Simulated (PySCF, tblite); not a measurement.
# C5H4NO radical: geometry, infrared bands and EPR parameters

What infrared bands and EPR parameters should C5H4NO radical (`C#CC1=CN[CH]O1`) show?

The runs use tblite 0.8.0 and PySCF 2.14.0, with density-fitted response routines of our own; the level of theory stands in each step. All values are computed, except where a source is named. Atoms count from 0, in the outputs and in this text.

## (1) The starting structure

11 atoms, charge 0, multiplicity 2; geometry from: force field or distance geometry start.

Bonds of the start (Å): C0–C1 1.22, C1–C2 1.42, C2–C3 1.34, C3–N4 1.40, N4–C5 1.46, C5–O6 1.44, O6–C2 1.38, C0–H7 1.06, C3–H8 1.11, N4–H9 1.05, C5–H10 1.12.

## (2) Relaxing the molecule with GFN2-xTB

The job: settings as JSON, then the geometry in Å.

```
{"job": {"kind": "relax", "xc": "GFN2-xTB", "basis": "xTB"}, "charge": 0, "multiplicity": 2}
C      3.023000    -0.131500    -0.088800
C      1.811700     0.018400    -0.012100
C      0.402200     0.198700     0.087300
C     -0.460400    -0.762000    -0.258400
N     -1.788000    -0.349600    -0.074700
C     -1.744000     1.036300     0.389600
O     -0.332600     1.304800     0.480600
H      4.070500    -0.239500    -0.166900
H     -0.196900    -1.780700    -0.610400
H     -2.635200    -0.936800    -0.264700
H     -2.144900     1.644400    -0.467400
```

The run is started by

```console
$ OMP_NUM_THREADS=1 python probes_run.py task.json out
```

This one command runs all jobs of the session in turn.

**Question.** This job is followed by: GFN2-xTB harmonic vibrations, gas phase; UKS B3LYP, pcH-1 on C H N O, non-relativistic, mean-field spin-orbit, GIAO. Predict these results of the whole session: strongest single infrared mode (GFN2-xTB); zero-point energy (GFN2-xTB); g(iso) (B3LYP); ⟨S²⟩; largest a(iso); surface potential, 1st and 99th percentile.

**Answer**, as computed:

| quantity | value |
| --- | --- |
| strongest single infrared mode (GFN2-xTB) | 707 cm⁻¹, 247 km/mol |
| zero-point energy (GFN2-xTB) | 46.3 kcal/mol |
| g(iso) (B3LYP) | 2.00344 |
| ⟨S²⟩ | 0.760 (exact 0.75) |
| largest a(iso) | 13C on C5, 242.6 MHz |
| surface potential, 1st and 99th percentile | -1.41 V and 2.54 V |

In words: The optimisation took 44 steps and gained 0.593 eV; among the close pairs (by a distance rule), N4–C5 changed most, from 1.462 to 1.400 Å. No mode is imaginary among the 27: a minimum at this level. The strongest single mode, at 707 cm⁻¹, moves mainly H10 and C5. Unscaled tight-binding wavenumbers are off by several per cent, some by more. Its intensities can rank the bands wrongly. C5 carries the largest spin population, 0.66 e. The isotropic g lies 1.1 ppt above the free-electron value.
